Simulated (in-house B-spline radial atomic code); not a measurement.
**Ne⁺: ionisation energy by several methods**

An exercise on one series of results from a longer session: the logs are not shown, and one member is left open.

Method: non-relativistic, several functionals, spin-polarised; spherical all-electron atom at the radial basis limit. Code: in-house B-spline radial atomic code version 1.

**The atom as given**

- element: neon (Z = 10)
- charge: +1
- electrons: 9
- configuration: [He] 2s2 2p5
- nucleus: point

Outer shells as boxes (Hund's rule):

[He] 2s2 2p5
```
[He] core
2s [↑↓]
2p [↑↓][↑↓][↑ ]
```

Where spins are not typed, each open shell is filled with up spins first.

The first run:

Settings, as recorded:

```ini
Z = 10
electrons = 9.0
configuration = [He] 2s2 2p5
hamiltonian = nr
method = pbesol
spin_polarised = True
```

Steps of the session up to this table: PBEsol, a GGA; r2SCAN, a meta-GGA; LDA (VWN5); revTPSS, a meta-GGA; Hartree-Fock; SCAN, a meta-GGA; M06-L, a meta-GGA; exchange-only LDA; OLYP, a GGA.

One table of the session follows, with a row left open; its other results are not shown here.

```
           method  ΔSCF (eV)
       LDA (VWN5)     41.587
exchange-only LDA     39.539
           PBEsol     41.257
             OLYP     41.204
           r2SCAN     41.415
          revTPSS     41.258
             SCAN     41.416
            M06-L     41.208
     Hartree-Fock          ?
```

**Question.** Estimate the row for Hartree-Fock.

The run gave: ΔSCF (eV): 39.274. In the column «ΔSCF (eV)» it is the lowest.

Open shells are averaged (over orientations, and over spins where the run is restricted), while tables refer to the lowest levels. For the semilocal functionals minus the highest level recovers only 75 to 76 % of their own ΔSCF value, a mark of self-interaction.

Members of this set that are not shown: 12 used exact exchange with fractional occupations of an open shell, which is unsound here.
